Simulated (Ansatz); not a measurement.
# H5InO3S: one species, many methods

How much do the methods differ for H5InO3S? The plan is to run it at one geometry with functionals of several rungs and with coupled cluster. The yardstick is the atomisation energy at the CCSD(T) limit.

Program: Ansatz 0.2.0, Gaussian basis. Level of theory: functionals in def2-TZVPP, the program's frozen cores in correlated methods. These are calculated values, not measurements.

Plan: LDA (SPW92), PBE-D4, revPBE-D4, BLYP-D4, r2SCAN-D4, B97M-V, PBE0-D4, B3LYP-D4, r2SCANh-D4, r2SCAN0-D4, HSE06-D4, BHLYP-D4, CAM-B3LYP-D4, LC-ωPBE, ωB97X-V, ωB97M-V, B2PLYP, PBE-QIDH; CCSD(T)/def2-SVP; CCSD(T)/def2-TZVPP; MP2/def2-QZVPP; extrapolation to the limit; RPA on PBE.

1 further run of the same task is left out (for a known fault of the program).

## 1. Structure used throughout

An earlier PBE0-D4 in a triple-zeta def2 set relaxation fixed the geometry. In takes the def2 core potential; no spin-orbit term is included.

10 atoms, charge 0, spin multiplicity 1.

Atoms are counted from 1 here; the program's logs count them from 0.

Bond lengths: O1–In2 2.016 Å, O1–H6 0.959 Å, In2–O3 1.983 Å, In2–O4 2.337 Å, In2–S5 2.386 Å, O3–H7 0.959 Å, O4–H8 0.979 Å, O4–H10 0.963 Å, S5–H9 1.343 Å. Angles: In2–O1–H6 114.6°, O1–In2–O3 113.0°, O1–In2–O4 73.8°, O1–In2–S5 118.2°, O3–In2–O4 107.8°, O3–In2–S5 126.4°, O4–In2–S5 100.9°, In2–O3–H7 113.4°, In2–O4–H8 86.0°, In2–O4–H10 114.8°, H8–O4–H10 107.6°, In2–S5–H9 93.4°.

Geometry (Å):

```mol
H5InO3S
  3D, bonds by distance, orders not assigned

 10  9  0  0  0  0  0  0  0  0999 V2000
   -1.1613   -1.3875    0.7445 O   0  0
   -0.0048    0.2378    0.4522 In  0  0
    1.7656    0.0957    1.3332 O   0  0
    0.0836   -0.9904   -1.5343 O   0  0
   -1.0519    2.2436   -0.3060 S   0  0
   -0.9443   -1.8952    1.5286 H   0  0
    2.2164    0.9382    1.4193 H   0  0
   -0.5055   -1.6305   -1.0853 H   0  0
    0.0934    2.9452   -0.2811 H   0  0
   -0.4082   -0.6080   -2.2683 H   0  0
  1  2  8  0
  1  6  8  0
  2  3  8  0
  2  4  8  0
  2  5  8  0
  3  7  8  0
  4  8  8  0
  4 10  8  0
  5  9  8  0
M  END
```

## 2. LDA

This LDA is Slater exchange with PW92 correlation.

Input file in.yaml:

```yaml
crystal:
  periodic: [false, false, false]
  atoms:
    - {symbol: O, position_ang: [-1.161278, -1.387468, 0.744472]}
    - {symbol: In, position_ang: [-0.004776, 0.237786, 0.452169]}
    - {symbol: O, position_ang: [1.765605, 0.095661, 1.333191]}
    - {symbol: O, position_ang: [0.083593, -0.990352, -1.534284]}
    - {symbol: S, position_ang: [-1.051933, 2.243615, -0.305978]}
    - {symbol: H, position_ang: [-0.944287, -1.895243, 1.528629]}
    - {symbol: H, position_ang: [2.216403, 0.938183, 1.419321]}
    - {symbol: H, position_ang: [-0.505501, -1.630484, -1.085268]}
    - {symbol: H, position_ang: [0.093449, 2.945188, -0.281055]}
    - {symbol: H, position_ang: [-0.408173, -0.607985, -2.268299]}
basis:
  gaussian: {orbitals: def2-TZVPP}
hamiltonian: {xc: lda}
output: {orbitals: {seedname: orbitals}}
```

Run with:

```sh
$ ansatz run in.yaml --threads 4 --pin off --events-out ev --progress --plain --max-ram 10444MiB
```

Further steps of the session: PBE-D4 (GGA); revPBE-D4 (GGA); BLYP-D4 (GGA); r2SCAN-D4 (meta-GGA); B97M-V (meta-GGA); PBE0-D4 (hybrid); B3LYP-D4 (hybrid); r2SCANh-D4 (hybrid); r2SCAN0-D4 (hybrid); HSE06-D4 (hybrid); BHLYP-D4 (hybrid); CAM-B3LYP-D4 (range-separated); LC-ωPBE (range-separated); ωB97X-V (range-separated); ωB97M-V (range-separated); B2PLYP (double hybrid); PBE-QIDH (double hybrid); CCSD(T) in def2-SVP; CCSD(T) in def2-TZVPP; MP2 in def2-QZVPP; RPA on PBE orbitals.

Before running them: what should the planned runs give, taken together? Wanted: atomisation energy, CCSD(T)/CBS; farthest beyond LDA; mean size of error, GGA; mean size of error, meta-GGA; mean size of error, hybrid; mean size of error, range-separated; mean size of error, double hybrid; gap, smallest and largest; T1 diagnostic.

The runs gave:

| quantity | value |
| --- | --- |
| atomisation energy, CCSD(T)/CBS | 775.0 kcal/mol |
| functionals within 7.8 kcal/mol (1.0 %) | PBE-D4 |
| farthest beyond LDA | BHLYP-D4 (-56.6 kcal/mol) |
| mean size of error, GGA | 14.8 kcal/mol |
| mean size of error, meta-GGA | 12.2 kcal/mol |
| mean size of error, hybrid | 30.6 kcal/mol |
| mean size of error, range-separated | 13.1 kcal/mol |
| mean size of error, double hybrid | 26.5 kcal/mol |
| gap, smallest and largest | 3.92 eV (BLYP-D4), 11.21 eV (LC-ωPBE) |
| T1 diagnostic | 0.0144 |
| triples share of the correlation energy | 3.5 % |

LDA overbinds by 120.6 kcal/mol (16 %). PBE-D4 is off by -0.3 kcal/mol. Double hybrids carry the basis error of their MP2 part in triple zeta, and no dispersion term here, so their miss is partly the set-up's. By mean error the best rung here is meta-GGA (12.2 kcal/mol) and the worst beyond LDA is hybrid (30.6 kcal/mol). The gap between the best rungs is small, so their order is not settled. The mean of the hybrids holds BHLYP, with half exact exchange. Misses under about 7.8 kcal/mol are within the doubt on the reference itself, which lacks core-valence correlation, spin-orbit coupling and higher excitations, and its outer-core shells are covered unevenly. All levels share the lack of spin-orbit coupling, which lowers the free heavy atoms and so the true binding. Hartree-Fock recovers 64 % of the binding; the rest is correlation. CCSD(T) in def2-SVP is off by -73.4 kcal/mol, worse than the median functional, from the basis alone. Orbital gaps span 3.9 to 11.2 eV; exact exchange widens them. Correlated methods include outer-core shells of In, which these sets cover unevenly.
